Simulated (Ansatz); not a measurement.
**CHGe2 (quartet): the correlation ladder, cc-pVDZ**

One table from this session's results is given with a row withheld; the runs are named, their logs left out.

Computed with Ansatz 0.2.0, Gaussian basis. Level: cc-pVDZ, core rule «outside noble gas», up to 29 orbitals frozen.

Plan: UHF; CCSD(T) on ROHF; BCCD(T) on ROHF; CISD as a restricted active space (open shells left free, so some higher excitations enter); CCSDT(Q) on ROHF; CCSDT(Q) on UHF.

20 further runs of the same task are left out: 7 that didn't finish, 13 set aside as unsound or not needed. Runs told in other sessions of the task aren't counted.

### The system

The geometry is a PBE0/def2-TZVP stationary point (not a proven minimum) of the parent state, kept for this charge and spin. No spin-orbit coupling is included. The filled d shell of Ge may be among the frozen orbitals whatever the setting's name suggests.

4 atoms, charge 0, spin multiplicity 4.

Atoms are counted from 1 here; the program's logs count them from 0.

Bond lengths: C1–Ge2 1.861 Å, C1–Ge3 1.861 Å, C1–H4 1.086 Å, Ge2–Ge3 2.631 Å. Angles: Ge2–C1–Ge3 90.0°, Ge2–C1–H4 135.0°, Ge3–C1–H4 135.0°, C1–Ge2–Ge3 45.0°, C1–Ge3–Ge2 45.0°.

The first run:

Input file in.yaml:

```yaml
crystal:
  periodic: [false, false, false]
  atoms:
    - {symbol: C, position_ang: [0.000000, -1.201572, 0.000000]}
    - {symbol: Ge, position_ang: [0.000000, 0.115210, 1.315666]}
    - {symbol: Ge, position_ang: [0.000000, 0.115210, -1.315666]}
    - {symbol: H, position_ang: [0.000000, -2.287859, 0.000000]}
basis:
  gaussian: {orbitals: cc-pVDZ}
magnetization: {spin_polarized: true, initial_magnetization: 3}
hamiltonian: {xc: hf}
output: {orbitals: {seedname: orbitals}}
```

On the command line:

```sh
ansatz run in.yaml --threads 1 --pin off --events-out ev --progress --plain --max-ram 2393MiB
```

Among the steps run: UHF; CCSD(T) on ROHF; BCCD(T) on ROHF; CISD as a restricted active space (open shells left free, so some higher excitations enter); CCSDT(Q) on ROHF; CCSDT(Q) on UHF.

One of the session's tables, all rows but one given; the rest of the session is left out.

| method | from RCCSDT(Q) (kcal/mol) |
| --- | --- |
| RMP2 | +28.91 |
| RCCSD | +14.64 |
| RCCSD(T) | +2.55 |
| BCCD(T) | ? |
| RCCSDT | +1.53 |
| RCCSDT(Q) | 0 |

Q: Estimate the row for BCCD(T) from the others.

The run gave: from RCCSDT(Q) (kcal/mol): +2.49. In the column «from RCCSDT(Q) (kcal/mol)» it lies between RCCSDT (+1.53) and RCCSD(T) (+2.55).

Not comparable, so not listed: CISD as a restricted active space (open shells left free, so some higher excitations enter); CCSDT(Q) on UHF (they don't share determinant, frozen orbitals or solution with the rows shown, or repeat one).

Left out of the table: ROHF (another determinant or state than the rows shown).
